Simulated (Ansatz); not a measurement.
This script makes an equation of state with a fit of Al, space group Im-3m with the Ansatz DFT code, driven from Python.

`eos.py`
```python
"""Equation of state of Al."""

import ansatz as az
from ase.eos import EquationOfState
from ase.units import GPa
import numpy as np

VECTORS = np.array([
    [-1.591219, 1.591219, 1.591219],
    [1.591219, -1.591219, 1.591219],
    [1.591219, 1.591219, -1.591219],
])
SITES = [
    ("Al", [0.0, 0.0, 0.0]),
]


def make_crystal(cell):
    crystal = az.Crystal(lattice=az.Lattice.of(cell))
    for symbol, position in SITES:
        crystal = crystal.atom(symbol, position)
    return crystal


def main() -> None:
    # scale the volume, keep shape and fractions
    volumes, energies = [], []
    for scale in np.linspace(0.94, 1.06, 7):
        cell = VECTORS * scale ** (1 / 3)
        job = (
            make_crystal(cell).calculation()
            .functional("lda")
            .pseudopotentials("paw")
            .occupations("fermi_dirac")
            .basis(500)
            .kpoints(13, 13, 13)
        )
        data = job.run(threads=1, backend="cpu").report
        volumes.append(abs(np.linalg.det(cell)) / len(SITES))
        energies.append(data["free_energy_ev"] / len(SITES))
        print(f"V = {volumes[-1]:8.4f} A^3/atom  F = {energies[-1]:.5f} eV/atom")

    eos = EquationOfState(volumes, energies, eos="murnaghan")
    v0, e0, bulk = eos.fit()
    print(f"V0 = {v0:.4f} A^3/atom, E0 = {e0:.5f} eV/atom, B = {bulk / GPa:.1f} GPa")


if __name__ == "__main__":
    main()
```

Where does the minimum lie against the volume typed, and how stiff is the crystal?

A third-order Birch-Murnaghan fit through the 7 points (the script's own form differs a little) has its minimum at 16.15 Å³ an atom, 0.2 % above the typed cell, with a bulk modulus of 76 GPa and dB/dP = 4.7. From that minimum the energy rises by 16.7 meV an atom on the compressed side and 11.4 meV on the expanded side.

The run itself:

Output of `python eos.py`:
```text
V =  15.1488 A^3/atom  F = -512.76958 eV/atom
V =  15.4711 A^3/atom  F = -512.77888 eV/atom
V =  15.7934 A^3/atom  F = -512.78430 eV/atom
V =  16.1157 A^3/atom  F = -512.78626 eV/atom
V =  16.4380 A^3/atom  F = -512.78511 eV/atom
V =  16.7604 A^3/atom  F = -512.78120 eV/atom
V =  17.0827 A^3/atom  F = -512.77484 eV/atom
V0 = 16.1520 A^3/atom, E0 = -512.78627 eV/atom, B = 75.8 GPa
```

Total energies depend on the potentials; only differences at equal settings carry meaning. For a metal this k-point mesh is coarse: on a finer one energies can move by several to tens of meV an atom and pressures by half a GPa or more, differences at one mesh by less. This isn't the structure that Al takes at ambient conditions. Timing: 5.5 s on 1 thread of Intel(R) Xeon(R) Processor @ 2.30GHz, on a shared host, peak memory 0.45 GiB.
